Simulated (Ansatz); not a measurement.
# Os (Osmium): the cost of one run

Method: DFT r²SCAN, frozen-core PAW, scalar-relativistic unless said, in Ansatz 0.2.0.

## 1. The starting structure

Symmetry: P6_3/mmc, No. 194, hexagonal system. Conventional cell: a = 2.734 Å, b = 2.734 Å, c = 4.320 Å, α = 90.00°, β = 90.00°, γ = 120.00°. Os (site symmetry -6m2) has 12 Os at 2.68 to 2.73 Å as nearest neighbours.

As a file:

```
Os
1.0
     2.73410    0.00000    0.00000
    -1.36705    2.36780    0.00000
     0.00000    0.00000    4.31970
Os
2
Direct
  0.33333 0.66667 0.25000
  0.66667 0.33333 0.75000
```

Cartesian axes are those of the input's lattice vectors. The structure goes back to a database entry.

## 2. Cell and atoms relaxed, PAW

The input, input.yaml:

```yaml
crystal:
  lattice:
    - [2.73410000001, 0.0, 0.0]
    - [-1.36705, 2.36780005649, 0.0]
    - [0.0, 0.0, 4.3197]
  atoms:
    - { symbol: Os, position: [0.333333333333, 0.666666666667, 0.25] }
    - { symbol: Os, position: [0.666666666667, 0.333333333333, 0.75] }
kpoints:
  mp_grid: { grid: [20, 20, 12] }
scf:
  occupations: { method: fermi_dirac, width: 0.05 }
hamiltonian:
  xc: r2scan
  pseudopotentials: { kind: paw }
relax:
  f_tol: 0.002
  max_steps: 80
  cell: {}
output:
  forces: true
  stress: true
```

The run is started by

```bash
> ansatz run input.yaml --threads 1 --pin off --max-ram 3072MiB --backend cpu --events-out ev --progress --plain --runs-dir out
```

What time and memory should one allow on 1 thread of Intel Xeon 6975P-C (Granite Rapids), shared host?

About 27 s, with a peak of 0.58 GiB.
